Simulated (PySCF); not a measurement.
**SeO₂H₂: structure of the singlet**

The task is one start of a wider search on SeO₂H₂: the singlet, built as square planar (ligand arrangement 2). It is relaxed, tested by its Hessian and followed downhill if it is a saddle.

The runs use PySCF 2.14.0; PBE0, basis Se def2-TZVP, O def2-TZVP, H def2-TZVP, no relativity, density fitting.

## 1. The system as given

5 atoms, charge 0, spin multiplicity 1.

Bond lengths: Se1–O2 1.640 Å, Se1–O3 1.640 Å, Se1–H4 1.480 Å, Se1–H5 1.480 Å. Angles: O2–Se1–O3 180.0°, O2–Se1–H4 90.0°, O2–Se1–H5 90.0°, O3–Se1–H4 90.0°, O3–Se1–H5 90.0°, H4–Se1–H5 180.0°.

```xyz
5
charge 0 multiplicity 1
Se    0.0000    0.0000    0.0000
O     0.0000    1.6400    0.0000
O     0.0000   -1.6400    0.0000
H     1.4800    0.0000    0.0000
H    -1.4800    0.0000    0.0000
```

## 2. Square planar (ligand arrangement 2) start, singlet: relaxation

One driver script runs all steps and calls PySCF; scf.py shows how it sets up the SCF of each step. The optimiser is the driver's own. Before each start the driver seeks the lowest SCF state from one or more starting densities and follows internal instabilities, so scf.py alone need not reach the same state.

The program finds D2h symmetry in the start, which this walk keeps. The walk stops when the largest gradient is under 0.0003 Eh/bohr and the energy has settled too.

scf.py reads:

```python
from pyscf import gto, scf, dft
mol = gto.M(atom='''
Se     0.000000     0.000000     0.000000
O      0.000000     1.640000    -0.000000
O     -0.000000    -1.640000     0.000000
H      1.480000    -0.000000     0.000000
H     -1.480000     0.000000    -0.000000''',
    basis={'Se': 'def2-TZVP', 'O': 'def2-TZVP', 'H': 'def2-TZVP'},
    charge=0, spin=0)
mf = dft.RKS(mol, xc='PBE0')
mf.grids.atom_grid = (50, 194)
aux = {'Se': 'def2-universal-JKFIT', 'O': 'def2-universal-JKFIT', 'H': 'def2-universal-JKFIT'}
mf = mf.density_fit(auxbasis=aux)
mf.kernel()
```

After this run come: Is it a minimum? Harmonic modes; Following the imaginary mode; Vibrations and properties at this point.

What does the calculation give? Wanted: minimum; geometry; wavenumbers; dipole moment; highest occupied, lowest empty level; polar-tensor charge of Se1; zero-point energy; atomisation energy.

As calculated:

```
                                 quantity                                                                                         value
                                  minimum                                                                                  singlet, C2v
                                 geometry         Se–H 1.501 Å (×2), Se–O 1.600 Å (×2); H–Se–H 99.3°, H–Se–O 108.2° (×4), O–Se–O 122.4°
                       wavenumbers (cm⁻¹)  336 (a1), 630 (b1), 820 (a2), 966 (b2), 969 (a1), 1052 (b2), 1067 (a1), 2233 (b1), 2243 (a1)
                            dipole moment                                                                                        3.96 D
     highest occupied, lowest empty level                                                                               -9.06, -1.06 eV
               polar-tensor charge of Se1                                                                                       +1.65 e
                        zero-point energy                                                                                   61.7 kJ/mol
                      entropy at 298.15 K                                                                               267.6 J/(mol K)
atomisation energy (no zero-point energy)                                                                                   1176 kJ/mol
```

The square planar (ligand arrangement 2) start (D2h) ends in a minimum of C2v symmetry, after a first stop at a saddle point 242.0 kJ/mol higher, from which it was pushed off along an imaginary mode. The strongest infrared band lies at 1052 cm⁻¹ (b2, stretch). Other starts or spin states, not run here, may lie lower.
